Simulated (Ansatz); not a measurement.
# BClH6O2Si2: the cost of one run

Program: Ansatz 0.2.0, Gaussian basis. Level of theory: the settings change from run to run. These are calculated values, not measurements.

## Step 1: The relaxed structure

An earlier PBE0-D4 in a triple-zeta def2 set relaxation fixed the geometry.

SMILES `[SiH3]OB(Cl)O[SiH3]`, 12 atoms, charge 0, spin multiplicity 1.

Atoms are counted from 1 here; the program's logs count them from 0.

Bond lengths: Si1–O2 1.659 Å, Si1–H7 1.483 Å, Si1–H8 1.483 Å, Si1–H9 1.480 Å, O2–B3 1.343 Å, B3–Cl4 1.793 Å, B3–O5 1.343 Å, O5–Si6 1.659 Å, Si6–H10 1.483 Å, Si6–H11 1.483 Å, Si6–H12 1.480 Å. Angles: O2–Si1–H7 110.0°, O2–Si1–H8 110.0°, O2–Si1–H9 106.0°, H7–Si1–H8 110.2°, H7–Si1–H9 110.3°, H8–Si1–H9 110.3°, Si1–O2–B3 133.2°, O2–B3–Cl4 119.5°, O2–B3–O5 121.0°, Cl4–B3–O5 119.5°, B3–O5–Si6 133.2°, O5–Si6–H10 110.0°, O5–Si6–H11 110.0°, O5–Si6–H12 106.0°, H10–Si6–H11 110.2°, H10–Si6–H12 110.3°, H11–Si6–H12 110.3°.

Coordinates:

```xyz
12

Si   -2.2316   -1.2957    0.9643
O    -1.3105   -0.1901    0.1395
B     0.0140   -0.0120    0.0086
Cl    1.1419   -1.1281    0.8441
O     0.5069    0.9892   -0.7383
Si    2.0483    1.4807   -1.1040
H    -1.9461   -2.6635    0.4683
H    -1.9477   -1.2087    2.4169
H    -3.6415   -0.9355    0.6942
H     2.7683    1.8552    0.1368
H     2.7726    0.3952   -1.8080
H     1.9026    2.6584   -1.9884
```

## Step 2: wB97X-V/6-31G

Options: charge +1, multiplicity 2, relativity set to scalar.

in.yaml

```yaml
crystal:
  periodic: [false, false, false]
  atoms:
    - {symbol: Si, position_ang: [-2.231613, -1.295745, 0.964322]}
    - {symbol: O, position_ang: [-1.310523, -0.190062, 0.139505]}
    - {symbol: B, position_ang: [0.014035, -0.011993, 0.008633]}
    - {symbol: Cl, position_ang: [1.141879, -1.128142, 0.844140]}
    - {symbol: O, position_ang: [0.506851, 0.989228, -0.738347]}
    - {symbol: Si, position_ang: [2.048297, 1.480656, -1.104032]}
    - {symbol: H, position_ang: [-1.946103, -2.663495, 0.468311]}
    - {symbol: H, position_ang: [-1.947652, -1.208671, 2.416917]}
    - {symbol: H, position_ang: [-3.641459, -0.935515, 0.694231]}
    - {symbol: H, position_ang: [2.768259, 1.855159, 0.136805]}
    - {symbol: H, position_ang: [2.772568, 0.395229, -1.807958]}
    - {symbol: H, position_ang: [1.902561, 2.658353, -1.988427]}
basis:
  gaussian: {orbitals: 6-31G}
total_charge: 1
magnetization: {spin_polarized: true, initial_magnetization: 1}
hamiltonian: {xc: {name: wB97X-V}, pseudopotentials: {relativity: scalar}}
output: {forces: true}
```

The run is started by

```
> ansatz run in.yaml --threads 4 --pin off --events-out ev --progress --plain --max-ram 11315MiB
```

Q: Estimate wall time and peak memory on 4 threads of Arm Neoverse V2, shared host.

About 28 s, with a peak of 0.51 GiB.
